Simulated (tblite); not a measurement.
# C5H12N2SeSi: the cost of one run

The runs use tblite 0.8.0 and PySCF 2.14.0, with density-fitted response routines of our own; the level of theory stands in each step. All values are computed, except where a source is named. Atoms are numbered from 0 throughout.

## 1. Starting geometry

21 atoms, charge 0, multiplicity 1; geometry from: force field or distance geometry start.

Bonds of the start (Å): C0–N1 1.46, N1–C2 1.47, N1–C3 1.48, C3–Si4 1.87, Si4–C5 1.86, Si4–Se6 2.29, Si4–C7 1.81, C7–N8 1.17, C0–H9 1.12, C0–H10 1.11, C0–H11 1.12, C2–H12 1.09, C2–H13 1.12, C2–H14 1.11, C3–H15 1.12, C3–H16 1.12, C5–H17 1.11, C5–H18 1.11, C5–H19 1.11, Se6–H20 1.54.

## 2. Geometry optimisation with GFN2-xTB

What the job is given:

```
{"job": {"kind": "relax", "xc": "GFN2-xTB", "basis": "xTB"}, "charge": 0, "multiplicity": 1}
C     -2.086600     1.508600     0.303100
N     -1.249000     0.462600    -0.282000
C     -2.047800    -0.748900    -0.516600
C     -0.115800     0.167600     0.625300
Si     1.370100    -0.466300    -0.322900
C      2.900500    -0.243900     0.707100
Se     1.599600     0.739600    -2.259300
C      1.195300    -2.222400    -0.725800
N      1.078000    -3.353000    -0.983400
H     -2.955200     1.729000    -0.366400
H     -1.519700     2.453000     0.405300
H     -2.489200     1.208900     1.304300
H     -1.449800    -1.534100    -0.988700
H     -2.879100    -0.511100    -1.227700
H     -2.494900    -1.134800     0.426200
H      0.233500     1.084500     1.157900
H     -0.392100    -0.571200     1.425400
H      3.036300     0.826500     0.948400
H      2.800100    -0.817700     1.657000
H      3.794500    -0.606500     0.153700
H      1.662300     2.046700    -1.441200
```

Run with:

```bash
$ OMP_NUM_THREADS=1 python probes_run.py task.json out
```

The driver reads the jobs from task.json and runs them one after another.

**Question.** How long does this first job take on 1 thread of Arm Neoverse V1, shared host?

About 1.5 s.
